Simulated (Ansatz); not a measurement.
# C₂H₄FNOSi: a ladder of functionals and wavefunction methods

An exercise on one series of results from a longer session: the logs are not shown, and one member is left open.

The runs use Ansatz 0.2.0, Gaussian basis; functionals in def2-TZVPP, the program's frozen cores in correlated methods.

The runs, in order: PBE-D4, r2SCAN-D4, PBE0-D4, B3LYP-D4, ωB97X-V, ωB97M-V, B2PLYP; CCSD(T)/def2-TZVPP; MP2/def2-QZVPP; extrapolation to the limit.

## The geometry

All runs share one geometry, relaxed beforehand with PBE0-D4 in a triple-zeta def2 set.

SMILES `N[Si]1(F)C=CO1`, 10 atoms, charge 0, spin multiplicity 1.

Atoms are counted from 1 here; the program's logs count them from 0.

Bond lengths: N1–Si2 1.680 Å, N1–H7 1.006 Å, N1–H8 1.005 Å, Si2–F3 1.587 Å, Si2–C4 1.820 Å, Si2–O6 1.713 Å, C4–C5 1.343 Å, C4–H9 1.076 Å, C5–O6 1.378 Å, C5–H10 1.087 Å. Angles: Si2–N1–H7 122.2°, Si2–N1–H8 122.5°, H7–N1–H8 113.2°, N1–Si2–F3 105.1°, N1–Si2–C4 122.0°, N1–Si2–O6 119.0°, F3–Si2–C4 121.1°, F3–Si2–O6 108.6°, C4–Si2–O6 79.0°, Si2–C4–C5 83.2°, Si2–C4–H9 147.8°, C5–C4–H9 129.0°, C4–C5–O6 111.4°, C4–C5–H10 132.4°, O6–C5–H10 116.2°, Si2–O6–C5 86.4°.

Set-up of the first run:

in.yaml reads:

```yaml
crystal:
  periodic: [false, false, false]
  atoms:
    - {symbol: N, position_ang: [-0.741769, -1.704237, 0.134645]}
    - {symbol: Si, position_ang: [-0.148484, -0.194449, 0.572021]}
    - {symbol: F, position_ang: [-0.400105, -0.087586, 2.135054]}
    - {symbol: C, position_ang: [-0.319809, 1.258577, -0.510010]}
    - {symbol: C, position_ang: [1.021946, 1.209435, -0.522573]}
    - {symbol: O, position_ang: [1.493920, 0.174570, 0.256224]}
    - {symbol: H, position_ang: [-0.836693, -2.455399, 0.796619]}
    - {symbol: H, position_ang: [-0.782345, -2.011822, -0.821359]}
    - {symbol: H, position_ang: [-0.976695, 1.944062, -1.016084]}
    - {symbol: H, position_ang: [1.773134, 1.815750, -1.021436]}
basis:
  gaussian: {orbitals: def2-TZVPP}
hamiltonian: {xc: pbe, dispersion: d4}
output: {forces: true, orbitals: {seedname: orbitals}}
```

Command:

```sh
ansatz run in.yaml --threads 4 --pin off --events-out ev --progress --plain --max-ram 10444MiB
```

Steps of the session up to this table: PBE-D4 (GGA); r2SCAN-D4 (meta-GGA); PBE0-D4 (hybrid); B3LYP-D4 (hybrid); ωB97X-V (range-separated); ωB97M-V (range-separated); B2PLYP (double hybrid); CCSD(T) in def2-TZVPP; MP2 in def2-QZVPP.

One of the session's tables, all rows but one given; the rest of the session is left out.

```
            method  atomisation energy (kcal/mol)
            PBE-D4                              ?
         r2SCAN-D4                         1023.7
           PBE0-D4                         1022.7
          B3LYP-D4                         1017.8
           ωB97X-V                         1024.6
           ωB97M-V                         1026.4
            B2PLYP                         1010.7
     HF/def2-TZVPP                          714.1
    MP2/def2-TZVPP                         1022.4
   CCSD/def2-TZVPP                          970.1
CCSD(T)/def2-TZVPP                          989.6
           MP2/CBS                         1055.1
       CCSD(T)/CBS                         1022.3
```

**Question.** Estimate the row for PBE-D4.

**Answer.** atomisation energy (kcal/mol): 1050.1. In the column «atomisation energy (kcal/mol)» it lies between ωB97M-V (1026.4) and MP2/CBS (1055.1).
